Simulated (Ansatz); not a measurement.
# B4MoRu: what a guessed cell relaxes into

Where does this trial cell of B4MoRu go when cell and atoms are let free?

Program: Ansatz 0.2.0. Level of theory: DFT PBE, scalar-relativistic, plane waves, PAW. These are calculated values, not measurements.

### Step 1. The system as given

Symmetry: P-43m, No. 215, cubic system. The conventional cell has a = 4.166 Å, b = 4.166 Å, c = 4.166 Å, α = 90.00°, β = 90.00°, γ = 90.00°. Around B (site symmetry 3m) lie 1 Ru at 1.54 Å and 1 Mo at 2.06 Å. Mo (site symmetry -43m) has 4 B at 2.06 Å as nearest neighbours. Ru (site symmetry -43m) has 4 B at 1.54 Å as nearest neighbours.

Structure file:

```cif
data_structure
_symmetry_space_group_name_H-M 'P 1'
_symmetry_Int_Tables_number 1
_cell_length_a 4.1661
_cell_length_b 4.1661
_cell_length_c 4.1661
_cell_angle_alpha 90.000
_cell_angle_beta 90.000
_cell_angle_gamma 90.000
_cell_volume 72.31
loop_
_atom_site_label
_atom_site_type_symbol
_atom_site_fract_x
_atom_site_fract_y
_atom_site_fract_z
_atom_site_occupancy
B1 B 0.71404 0.71404 0.71404 1
B2 B 0.28596 0.28596 0.71404 1
B3 B 0.28596 0.71404 0.28596 1
B4 B 0.71404 0.28596 0.28596 1
Mo1 Mo 0.00000 0.00000 0.00000 1
Ru1 Ru 0.50000 0.50000 0.50000 1
```

The cell is invented: random cell by space group and Wyckoff sites (P-43m, No. 215). Its size is a rough estimate.

### Step 2. The guess as it stands, on a coarse mesh

File input.yaml:

```yaml
crystal:
  lattice:
    - [4.16609469, 0.0, 0.0]
    - [0.0, 4.16609469, 0.0]
    - [0.0, 0.0, 4.16609469]
  atoms:
    - { symbol: B, position: [0.71403591, 0.71403591, 0.71403591] }
    - { symbol: B, position: [0.28596409, 0.28596409, 0.71403591] }
    - { symbol: B, position: [0.28596409, 0.71403591, 0.28596409] }
    - { symbol: B, position: [0.71403591, 0.28596409, 0.28596409] }
    - { symbol: Mo, position: [0.0, 0.0, 0.0] }
    - { symbol: Ru, position: [0.5, 0.5, 0.5] }
basis:
  ecutwfc: 420
kpoints:
  mp_grid: { grid: [4, 4, 4] }
hamiltonian:
  xc: pbe
scf:
  occupations: { method: gaussian, width: 0.1 }
  lower_state_search: "off"
output:
  forces: true
  stress: true
  eigenvalues: true
```

Run with:

```
$ ansatz run input.yaml --threads 1 --pin off --max-ram 2560MiB --backend cpu --events-out ev --progress --plain --runs-dir out
```

Further runs follow: coarse relaxation; spin check on a coarse mesh; relaxation on the finer mesh.

What does the calculation give? Wanted: conventional cell; volume; energy over the elements; gap on the mesh; total moment.

As calculated:

```
                              quantity                                                                      value
symmetry at the end (tolerance 0.05 Å)                                                space group P-43m (No. 215)
                     conventional cell  a = 4.619 Å, b = 4.619 Å, c = 4.619 Å, α = 90.00°, β = 90.00°, γ = 90.00°
                                volume                                                              16.43 Å³/atom
              energy over the elements                                                              +1.48 eV/atom
                       gap on the mesh                                                               none (metal)
                          total moment                                                               0.50 μB/cell
```

In words: The space group P-43m (No. 215) is kept, and the volume per atom grows by 36.3 % from the first guess. The formation energy is positive, so the separate elements lie lower. No finished test with a distortion of lower symmetry is shown, so the end may be a saddle point. Where forces pass 15 eV/Å atoms stand far too close, the PAW spheres overlap strongly and those numbers are rough. Other magnetic orders were not searched.
